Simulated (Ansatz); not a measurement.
# InGaTe2: the cost of one run

Program: Ansatz 0.2.0. Level of theory: DFT r2SCAN, scalar-relativistic, plane waves, PAW. These are calculated values, not measurements.

## (1) The starting structure

It takes space group P4/mmm (No. 123, tetragonal). Conventional cell: a = 4.344 Å, b = 4.344 Å, c = 6.088 Å, α = 90.00°, β = 90.00°, γ = 90.00°. Around In (site symmetry 4/mmm) lie 6 Te at 3.04 to 3.07 Å. Around Ga (site symmetry 4/mmm) lie 6 Te at 3.04 to 3.07 Å. Around Te (site symmetry 4/mmm) lie 2 Ga at 3.04 Å and 4 In at 3.07 Å. Te (site symmetry 4/mmm) is surrounded by 2 In at 3.04 Å and 4 Ga at 3.07 Å.

As a file:

```
CELL_PARAMETERS angstrom
4.34386 0.00000 0.00000
0.00000 4.34386 0.00000
0.00000 0.00000 6.08798
ATOMIC_POSITIONS crystal
In 0.00000 0.00000 0.00000
Ga 0.50000 0.50000 0.50000
Te 0.50000 0.50000 0.00000
Te 0.00000 0.00000 0.50000
```

It is the end of an earlier relaxation with the same method, from a generated guess; it is a trial structure. At a tolerance of 0.05 Å it has space group P4/mmm (No. 123); it has 28.72 Å³/atom, an uncorrected energy of -0.24 eV/atom over the elements and, on its mesh, gap none (metal).

## (2) Level of theory: r2SCAN

File input.yaml:

```yaml
crystal:
  lattice:
    - [4.3438608, 0.0, 0.0]
    - [0.0, 4.3438608, 0.0]
    - [0.0, 0.0, 6.0879817]
  atoms:
    - { symbol: In, position: [0.0, 0.0, 0.0] }
    - { symbol: Ga, position: [0.5, 0.5, 0.5] }
    - { symbol: Te, position: [0.5, 0.5, 0.0] }
    - { symbol: Te, position: [0.0, 0.0, 0.5] }
basis:
  ecutwfc: 500
kpoints:
  mp_grid: { grid: [10, 10, 8] }
  band_path:
    path:
      - [[0.0, 0.0, 0.0], [0.0, 0.5, 0.0], [0.5, 0.5, 0.0], [0.0, 0.0, 0.0], [0.0, 0.0, 0.5], [0.0, 0.5, 0.5], [0.5, 0.5, 0.5], [0.0, 0.0, 0.5]]
      - [[0.0, 0.5, 0.0], [0.0, 0.5, 0.5]]
      - [[0.5, 0.5, 0.0], [0.5, 0.5, 0.5]]
    npoints: 14
hamiltonian:
  xc: r2scan
scf:
  occupations: { method: gaussian, width: 0.1 }
  n_extra_bands: 10
output:
  forces: true
  stress: true
  eigenvalues: true
  populations: true
  dos: { projected: true, de: 0.02, nscf_kmesh: { grid: [12, 12, 10] } }
  bader: true
```

Started as:

```bash
> ansatz run input.yaml --threads 1 --pin off --max-ram 3072MiB --backend cpu --events-out ev --progress --plain --runs-dir out
```

**Question.** How long does this run take on 1 thread of Intel Xeon Gold 6455B (Sapphire Rapids), shared host, and how much memory does it need?

About 78 s, with a peak of 1 GiB.
